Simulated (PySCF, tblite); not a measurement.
**C4H11BO2: geometry, infrared bands and NMR shifts**

What infrared bands and NMR shifts should C4H11BO2 (`O[BH2-][O+]1CCCC1`) show?

Computed with tblite 0.8.0 and PySCF 2.14.0, with density-fitted response routines of our own, on a single molecule in the gas phase. Atoms are numbered from 0 throughout.

## Step 1: The starting structure

18 atoms, charge 0, multiplicity 1; geometry from: force field or distance geometry start.

Bonds of the start (Å): O0–B1 1.48, B1–O2 1.39, O2–C3 1.36, C3–C4 1.54, C4–C5 1.53, C5–C6 1.53, C6–O2 1.33, O0–H7 0.99, B1–H8 1.19, B1–H9 1.21, C3–H10 1.11, C3–H11 1.09, C4–H12 1.10, C4–H13 1.10, C5–H14 1.11, C5–H15 1.10, C6–H16 1.13, C6–H17 1.11.

## Step 2: Optimising the geometry with GFN2-xTB

Job settings and geometry (Å):

```
{"job": {"kind": "relax", "xc": "GFN2-xTB", "basis": "xTB"}, "charge": 0, "multiplicity": 1}
O      2.298000     1.544000     0.261000
B      1.807500     0.397800    -0.540500
O      0.494700     0.058600    -0.228200
C     -0.542700     0.888100    -0.534400
C     -1.736300     0.279200     0.220300
C     -1.333900    -1.189700     0.131600
C      0.147700    -1.013700     0.486400
H      2.293400     1.241700     1.199700
H      2.055600     0.637600    -1.680700
H      2.559300    -0.505200    -0.255300
H     -0.786500     0.744900    -1.612600
H     -0.412700     1.948000    -0.326000
H     -1.721200     0.532400     1.293300
H     -2.686800     0.486000    -0.284400
H     -1.427900    -1.556200    -0.912200
H     -1.877300    -1.794700     0.877700
H      0.140900    -0.742200     1.580300
H      0.719400    -1.950300     0.312400
```

The run is started by

```sh
$ OMP_NUM_THREADS=1 python probes_run.py task.json out
```

One launch serves the whole session: the jobs run in the order shown.

**Question.** This job is followed by: GFN2-xTB harmonic vibrations, gas phase; GIAO PBE0/pcSseg-1 NMR shielding, non-relativistic, gas phase. Predict these results of the whole session: strongest single infrared mode (GFN2-xTB); zero-point energy (GFN2-xTB); 13C shifts against TMS (PBE0/pcSseg-1, means over atoms taken as alike); 1H shifts against TMS (PBE0/pcSseg-1, means over atoms taken as alike); 17O shifts against H2O (PBE0/pcSseg-1); 11B shifts against BF3·OEt2 (PBE0/pcSseg-1); surface potential, 1st and 99th percentile.

The runs gave:

```
                                                               quantity                       value
                              strongest single infrared mode (GFN2-xTB)       2488 cm⁻¹, 223 km/mol
                                           zero-point energy (GFN2-xTB)               94.8 kcal/mol
13C shifts against TMS (PBE0/pcSseg-1, means over atoms taken as alike)              69.0, 28.5 ppm
 1H shifts against TMS (PBE0/pcSseg-1, means over atoms taken as alike)  4.05, 3.92, 3.15, 1.91 ppm
                                 17O shifts against H2O (PBE0/pcSseg-1)              95.1, 76.8 ppm
                            11B shifts against BF3·OEt2 (PBE0/pcSseg-1)                    21.9 ppm
                                  surface potential, 1st and 99th percentile          -1.71 V and 1.80 V
```

The optimisation took 112 steps and gained 1.419 eV; among the close pairs (by a distance rule), B1–O2 changed most, from 1.391 to 1.974 Å. No mode is imaginary among the 48: a minimum at this level. The strongest single mode, at 2488 cm⁻¹, moves mainly H9. GFN2-xTB is a fitted tight-binding method: band positions and strengths are rough. Its intensities can rank the bands wrongly. At PBE0/pcSseg-1: The largest span, 186 ppm, is at O0, where the paramagnetic term is -147 ppm.
